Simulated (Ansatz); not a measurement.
# CH7GaO (built from SMILES C.[OH][GaH2]): molecular dynamics

The task is to watch the atoms for 80 steps of 0.25 fs, started with velocities for 200 K and run at constant energy, and see to which side of the barrier the system falls.

Computed with Ansatz 0.2.0, Gaussian basis. Level: PBE0-D4/def2-SVP.

## (1) Where the work starts

The start, a first-order saddle point found at PBE0-D4 in triple zeta: 10 atoms, charge 0, spin multiplicity 1.

Atoms are counted from 1 here; the program's logs count them from 0.

Bond lengths: Ga1–O2 1.984 Å, Ga1–H3 1.564 Å, Ga1–H4 1.557 Å, Ga1–H5 1.844 Å, Ga1–C6 2.201 Å, O2–H5 1.242 Å, O2–H7 0.962 Å, C6–H8 1.093 Å, C6–H9 1.101 Å, C6–H10 1.091 Å. Angles: O2–Ga1–H3 110.3°, O2–Ga1–H4 110.7°, O2–Ga1–H5 37.6°, O2–Ga1–C6 77.5°, H3–Ga1–H4 128.8°, H3–Ga1–H5 113.8°, H3–Ga1–C6 109.1°, H4–Ga1–H5 117.5°, H4–Ga1–C6 108.6°, H5–Ga1–C6 39.9°, Ga1–O2–H5 65.0°, Ga1–O2–H7 114.8°, H5–O2–H7 112.2°, Ga1–H5–O2 77.4°, Ga1–C6–H8 125.2°, Ga1–C6–H9 82.7°, Ga1–C6–H10 120.0°, H8–C6–H9 104.6° and more.

As a file:

```csv
atom,x (Å),y (Å),z (Å)
Ga1,-0.8073,0.1178,-0.8336
O2,0.9901,0.9468,-0.9759
H3,-0.8702,-1.1906,-1.6880
H4,-1.9026,1.2071,-0.6365
H5,0.7787,0.3316,0.0816
C6,0.0865,-0.3433,1.1240
H7,1.6047,0.4817,-1.5507
H8,0.8585,-1.0958,1.3032
H9,-0.8635,-0.8780,1.2755
H10,0.1250,0.4224,1.9003
```

## (2) Dynamics

Contents of md/in.yaml:

```yaml
crystal:
  periodic: [false, false, false]
  atoms:
    - {symbol: Ga, position_ang: [-0.807290, 0.117786, -0.833558]}
    - {symbol: O, position_ang: [0.990078, 0.946817, -0.975885]}
    - {symbol: H, position_ang: [-0.870242, -1.190575, -1.687965]}
    - {symbol: H, position_ang: [-1.902630, 1.207111, -0.636548]}
    - {symbol: H, position_ang: [0.778703, 0.331573, 0.081629]}
    - {symbol: C, position_ang: [0.086496, -0.343299, 1.123951]}
    - {symbol: H, position_ang: [1.604687, 0.481741, -1.550731]}
    - {symbol: H, position_ang: [0.858546, -1.095757, 1.303224]}
    - {symbol: H, position_ang: [-0.863537, -0.877955, 1.275483]}
    - {symbol: H, position_ang: [0.124988, 0.422358, 1.900299]}
basis:
  gaussian: {orbitals: def2-SVP}
hamiltonian: {xc: pbe0, dispersion: d4}
md: {n_steps: 80, timestep: 0.25, temperature: 200, ensemble: nve, seed: 970, initial_velocities: maxwell_boltzmann}
```

On the command line:

```bash
ansatz run in.yaml --threads 4 --pin off --events-out ev --progress --plain --max-ram 9574MiB
```

Q: Predict the outcome of this session. Wanted: temperature at the start; mean temperature, second half; lowest and highest potential energy, from the first frame; largest change of potential + kinetic; bonds lost by distance.

As calculated:

| quantity | value |
| --- | --- |
| length | 80 steps, 20.0 fs |
| temperature at the start | 200 K |
| mean temperature, second half | 476 K |
| lowest and highest potential energy, from the first frame | -538 and 88 meV |
| largest change of potential + kinetic | 0.4 meV |
| bonds lost by distance | Ga1–H5 |

By the last frame it has moved towards the side where Ga1–C6, O2–H5 form. The system runs downhill by 0.54 eV, and that energy turns into motion. With no thermostat the total energy should stay fixed; it holds within 0.4 meV, small beside the kinetic energy, so the time step serves. With 10 atoms the instant temperature spans 116 to 721 K.
